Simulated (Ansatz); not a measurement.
# BGe+ (singlet): from Hartree-Fock to the top rungs, cc-pVDZ

The task here is to estimate one member of a computed series from the others.

Program: Ansatz 0.2.0, Gaussian basis. Level of theory: cc-pVDZ, core rule «outside noble gas», up to 15 orbitals frozen. These are calculated values, not measurements.

Plan: UHF; CCSD(T) on RHF; CCSD(T) on UHF; BCCD(T) on RHF; CISD; CCSDT(Q) on RHF; CCSDT(Q) on UHF; CISDTQ; CCSDTQ on RHF; CASSCF and MRCISD+Q, 6 electrons in 8 orbitals; CASSCF and NEVPT2, 6 electrons in 8 orbitals; Full CI.

17 further runs of the same task are left out: 6 that didn't finish, 11 set aside as unsound or not needed.

### The system

The geometry is a PBE0/def2-TZVP stationary point (not a proven minimum) of the parent state, kept for this charge and spin. No spin-orbit coupling is included. The filled d shell of Ge may be among the frozen orbitals whatever the setting's name suggests; the logs give the count.

2 atoms, charge 1, spin multiplicity 1.

Atoms are counted from 1 here; the program's logs count them from 0.

Bond lengths: Ge1–B2 1.987 Å.

Set-up of the first run:

Input file in.yaml:

```yaml
crystal:
  periodic: [false, false, false]
  atoms:
    - {symbol: Ge, position_ang: [0.000000, 0.000000, 0.000000]}
    - {symbol: B, position_ang: [0.000000, 0.000000, 1.987464]}
basis:
  gaussian: {orbitals: cc-pVDZ}
total_charge: 1
magnetization: {spin_polarized: true, initial_magnetization: 0}
hamiltonian: {xc: hf}
output: {orbitals: {seedname: orbitals}}
```

The run is started by

```bash
$ ansatz run in.yaml --threads 1 --pin off --events-out ev --progress --plain --max-ram 2393MiB
```

Among the steps run: UHF; CCSD(T) on RHF; CCSD(T) on UHF; BCCD(T) on RHF; CISD; CCSDT(Q) on RHF; CCSDT(Q) on UHF; CISDTQ; CCSDTQ on RHF; CASSCF and MRCISD+Q, 6 electrons in 8 orbitals; CASSCF and NEVPT2, 6 electrons in 8 orbitals; Full CI.

One table of the session follows, with a row left open; its other results are not shown here.

```
          method  from FCI (meV)
            RMP2         +1449.3
            CISD               ?
           RCCSD          +433.5
        RCCSD(T)          +174.1
         BCCD(T)          +177.6
          RCCSDT          +109.7
          CISDTQ           +68.6
       RCCSDT(Q)           +43.3
         RCCSDTQ            +4.2
  CASSCF valence         +1657.8
  NEVPT2 valence          +363.1
  MRCISD valence           +49.8
MRCISD+Q valence           -21.2
             FCI               0
```

Estimate the missing values for CISD.

The run gave: from FCI (meV): +868.8. In the column «from FCI (meV)» it lies between RCCSD (+433.5) and RMP2 (+1449.3).

Among the levels timed on like hardware and quicker than the yardstick, those that no quicker one beats, quickest first: CISD (1.4 s, +868.8 meV); CISDTQ (5.5 s, +68.6 meV); MRCISD+Q valence (9 s, -21.2 meV).

Left out of the table: RHF, UHF, UMP2, UCCSD, UCCSD(T), UCCSDT, UCCSDT(Q) (another determinant or state than the rows shown).

Limits of these values: The report flags that the cluster equations may have other roots. The yardstick is full CI for this spin, exact in this basis with these frozen cores. The program flags RCCSDTQ as in doubt, so those rows may rest on another solution; read them beside their warnings. MRCISD+Q valence falls below full CI: the +Q correction isn't variational, and the cores differ from full CI's. With 2.2 effectively unpaired electrons against 0 the state is strongly multireference. Of the multireference levels listed MRCISD+Q valence comes nearest in total energy (-21.2 meV), which doesn't show that its space is the better one. Warnings in the runs' records: large difference, other roots.
